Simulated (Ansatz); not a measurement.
# LiSi2Ag2: the cost of one run

Method: reference: DFT PBE, plane waves, PAW, scalar-relativistic, no spin polarisation, in Ansatz 0.2.0.

### Step 1. The structure to begin with

Symmetry: I4/mmm, No. 139, tetragonal system. The conventional cell has a = 4.057 Å, b = 4.057 Å, c = 9.708 Å, α = 90.00°, β = 90.00°, γ = 90.00°. Si (site symmetry 4mm) has 1 Si at 2.16 Å and 4 Ag at 2.44 Å and 4 Li at 3.06 Å as nearest neighbours. Ag (site symmetry -4m2) is surrounded by 4 Si at 2.44 Å. Around Li (site symmetry 4/mmm) lie 8 Si at 3.06 Å and 8 Ag at 3.16 Å.

Structure file:

```cif
data_structure
_symmetry_space_group_name_H-M 'P 1'
_symmetry_Int_Tables_number 1
_cell_length_a 4.0573
_cell_length_b 4.0573
_cell_length_c 5.6384
_cell_angle_alpha 68.913
_cell_angle_beta 68.913
_cell_angle_gamma 90.000
_cell_volume 79.90
loop_
_atom_site_label
_atom_site_type_symbol
_atom_site_fract_x
_atom_site_fract_y
_atom_site_fract_z
_atom_site_occupancy
Si1 Si 0.38900 0.38900 0.22200 1
Si2 Si 0.61100 0.61100 0.77800 1
Ag1 Ag 0.75000 0.25000 0.50000 1
Ag2 Ag 0.25000 0.75000 0.50000 1
Li1 Li 0.00000 0.00000 0.00000 1
```

### Step 2. Reference

File input.yaml:

```yaml
crystal:
  lattice:
    - [0.0, 4.057288, 0.0]
    - [4.057288, 0.0, 0.0]
    - [2.028644, 2.028644, -4.853925]
  atoms:
    - { symbol: Si, position: [0.389, 0.389, 0.222] }
    - { symbol: Si, position: [0.611, 0.611, 0.778] }
    - { symbol: Ag, position: [0.75, 0.25, 0.5] }
    - { symbol: Ag, position: [0.25, 0.75, 0.5] }
    - { symbol: Li, position: [0.0, 0.0, 0.0] }
  symmetry: { tolerance: 0.0003 }
kpoints:
  mp_grid: { grid: [5, 5, 5], shift: [0, 0, 0] }
magnetization:
  spin_polarized: false
scf:
  occupations: { method: fermi_dirac, width: 0.0651 }
hamiltonian:
  pseudopotentials: { kind: paw }
  xc: pbe
basis:
  ecutwfc: 420
output:
  forces: true
  stress: true
  eigenvalues: true
relax:
  max_steps: 40
  cell: {}
```

Command:

```bash
$ ansatz run input.yaml --threads 1 --pin off --max-ram 2560MiB --backend cpu --events-out ev --progress --plain --runs-dir out
```

Q: Estimate wall time and peak memory on 1 thread of Intel Xeon 6975P-C (Granite Rapids), shared host.

About 14 s, with a peak of 0.44 GiB.
